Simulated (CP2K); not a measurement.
**GFN1-xTB run of CH2ClNSi (SMILES Cl[SiH]1C=N1)**

Aim: the vertical singlet–triplet gap of CH2ClNSi at GFN1-xTB, from 2 runs. 

The calculation is run with CP2K 2026.2.

3 further runs of the same task are left out: 1 that didn't finish, 2 set aside as unsound or not needed.

### 1 The structure to begin with

CH2ClNSi has 6 atoms, charge 0, and is taken as a singlet. SMILES: `Cl[SiH]1C=N1`. The shape is that of a GFN2-xTB optimisation.

Bond lengths: Cl1–Si2 2.003 Å, Si2–C3 1.827 Å, Si2–N4 1.797 Å, C3–N4 1.289 Å, Si2–H5 1.435 Å, C3–H6 1.075 Å. Angles: Cl1–Si2–C3 120.3°, Cl1–Si2–N4 118.6°, C3–Si2–N4 41.7°, Si2–C3–N4 67.9°, Si2–N4–C3 70.4°, Cl1–Si2–H5 116.8°, C3–Si2–H5 119.6°, N4–Si2–H5 118.6°, Si2–C3–H6 163.4°, N4–C3–H6 128.5°.

### 2 A single-point energy at GFN1-xTB

calc.inp reads:

```
&GLOBAL
    PROJECT_NAME calc
    RUN_TYPE ENERGY
    PRINT_LEVEL MEDIUM
&END

&FORCE_EVAL
    METHOD QS
    &DFT
        CHARGE 0
        MULTIPLICITY 1
        &QS
            METHOD XTB
            EPS_DEFAULT 1.0E-10
            &XTB
                GFN_TYPE 1
                CHECK_ATOMIC_CHARGES F
            &END
        &END
        &POISSON
            PERIODIC NONE
            POISSON_SOLVER ANALYTIC
        &END
        &SCF
            SCF_GUESS ATOMIC
            EPS_SCF 1.0E-06
            MAX_SCF 50
            &OT ON
                MINIMIZER CG
                PRECONDITIONER FULL_SINGLE_INVERSE
            &END
            &OUTER_SCF
                EPS_SCF 1.0E-06
                MAX_SCF 5
            &END
        &END
        &PRINT
            &MOMENTS
                PERIODIC F
                REFERENCE COM
                MAX_MOMENT 1
            &END
            &MO_CUBES
                NLUMO 3
                NHOMO -1
                WRITE_CUBE F
            &END
            &HIRSHFELD OFF
            &END
        &END
    &END
    &SUBSYS
        &CELL
            ABC [angstrom] 9.6 10.8 11.8
            PERIODIC NONE
        &END
        &COORD
            Cl    -0.407340    -2.061040    -1.148430
            Si     0.030270    -0.157010    -0.707420
            C      0.169760     0.376040     1.034280
            N     -0.969100     0.692890     0.520290
            H      0.659110     0.617800    -1.738640
            H      0.517300     0.531320     2.039920
        &END
        &TOPOLOGY
            &CENTER_COORDINATES
            &END
        &END
    &END
&END
```

Command:

```bash
OMP_NUM_THREADS=1 cp2k.psmp calc.inp > calc.out
```

Log:

```text
CP2K| version string:                                       CP2K version 2026.2
[...]
 GLOBAL| Method name                                                        CP2K
[...]
 GLOBAL| Run type                                                         ENERGY
[...]
                             - Atoms:                                          6
[...]
                             - Spherical basis functions:                     30
[...]
 Number of electrons:                                                         22
[...]
     1 OT CG       0.80E-01    0.0     0.13296336       -12.3407368138 -1.23E+01
[...]
    17 OT CG       0.84E-01    0.0     0.00000055       -12.4747760651 -1.63E-11
  *** SCF run converged in    17 steps ***
[...]
 TB_DIPOLE| Moment [Debye]          1.80496118      -0.84635513      -0.87490648
 TB_DIPOLE| Derivative [a.u.]       0.00000000       0.00000000       0.00000000
[...]
 ENERGY| Total FORCE_EVAL ( QS ) energy [hartree]            -12.474776065128003
[...]
```

Run time: 0.5 s. Hardware: 1 thread of Arm Neoverse V1, shared host.

### 3 The triplet at the same level

run.inp reads:

```
&GLOBAL
    PROJECT_NAME run
    RUN_TYPE ENERGY
    PRINT_LEVEL MEDIUM
&END GLOBAL

&FORCE_EVAL
    METHOD Quickstep
    &DFT
        MULTIPLICITY 3
        SPIN_POLARIZED T
        &QS
            METHOD XTB
            EPS_DEFAULT 1.0E-10
            &XTB
                GFN_TYPE 1
                CHECK_ATOMIC_CHARGES F
            &END XTB
        &END QS
        &POISSON
            PERIODIC NONE
            POISSON_SOLVER ANALYTIC
        &END POISSON
        &SCF
            SCF_GUESS ATOMIC
            EPS_SCF 1.0E-06
            MAX_SCF 80
            ADDED_MOS 2
            &DIAGONALIZATION
                ALGORITHM STANDARD
            &END DIAGONALIZATION
            &MIXING
                METHOD BROYDEN_MIXING
                ALPHA 0.4
                NBUFFER 8
            &END MIXING
        &END SCF
        &PRINT
            &MOMENTS
                PERIODIC F
                REFERENCE COM
                MAX_MOMENT 1
            &END MOMENTS
            &MO ON
                ENERGIES T
                OCCUPATION_NUMBERS T
                NDIGITS 6
                &EACH
                    QS_SCF 0
                &END EACH
                ADD_LAST NUMERIC
            &END MO
            &HIRSHFELD OFF
            &END HIRSHFELD
        &END PRINT
    &END DFT
    &SUBSYS
        &CELL
            ABC 9.6 10.8 11.8
            PERIODIC NONE
        &END CELL
        &COORD
            Cl    -0.407340    -2.061040    -1.148430
            Si     0.030270    -0.157010    -0.707420
            C      0.169760     0.376040     1.034280
            N     -0.969100     0.692890     0.520290
            H      0.659110     0.617800    -1.738640
            H      0.517300     0.531320     2.039920
        &END COORD
        &TOPOLOGY
            &CENTER_COORDINATES
            &END CENTER_COORDINATES
        &END TOPOLOGY
    &END SUBSYS
&END FORCE_EVAL
```

Command:

```bash
OMP_NUM_THREADS=1 cp2k.psmp -i run.inp -o run.out
```

Log:

```text
CP2K| version string:                                       CP2K version 2026.2
[...]
 GLOBAL| Method name                                                        CP2K
[...]
 GLOBAL| Run type                                                         ENERGY
[...]
                             - Atoms:                                          6
[...]
                             - Spherical basis functions:                     30
[...]
 Number of electrons:                                                         12
[...]
     1 NoMix/Diag. 0.40E+00    0.0     0.84101539       -12.2505383978 -1.23E+01
[...]
    57 Broy./Diag. 0.40E+00    0.0     0.00000019       -12.3866775020 -7.29E-07
  *** SCF run converged in    57 steps ***
[...]
 TB_DIPOLE| Moment [Debye]          1.67891807      -0.89946562      -1.32675329
 TB_DIPOLE| Derivative [a.u.]       0.00000000       0.00000000       0.00000000
[...]
 ENERGY| Total FORCE_EVAL ( QS ) energy [hartree]            -12.386677502007808
[...]
```

Run time: 0.44 s. Hardware: 1 thread of Arm Neoverse V1, shared host.

### 4 Summary of results

At GFN1-xTB:

```
                                          quantity         value
                             singlet: total energy  -12.47478 Eh
singlet: dipole moment (from atomic charges alone)        2.18 D
                              singlet: HOMO energy      -9.77 eV
                        singlet: dispersion energy  -5.35 kJ/mol
                             triplet: total energy  -12.38668 Eh
triplet: dipole moment (from atomic charges alone)        2.32 D
       triplet: HOMO energy (highest over α and β)      -7.02 eV
                        triplet: dispersion energy  -5.35 kJ/mol
  vertical energy of the triplet above the singlet      2.397 eV
```

**Reading.** The method runs without spin polarisation, so open shells lack the exchange term that lowers high spin: such gaps come out too high and can have the wrong sign. At this shape the triplet lies 2.40 eV (55 kcal/mol) above the singlet. The dipole (singlet) comes from point charges on the atoms alone, without atomic dipoles, so it is partial. The dipole (triplet) comes from point charges on the atoms alone, without atomic dipoles, so it is partial.
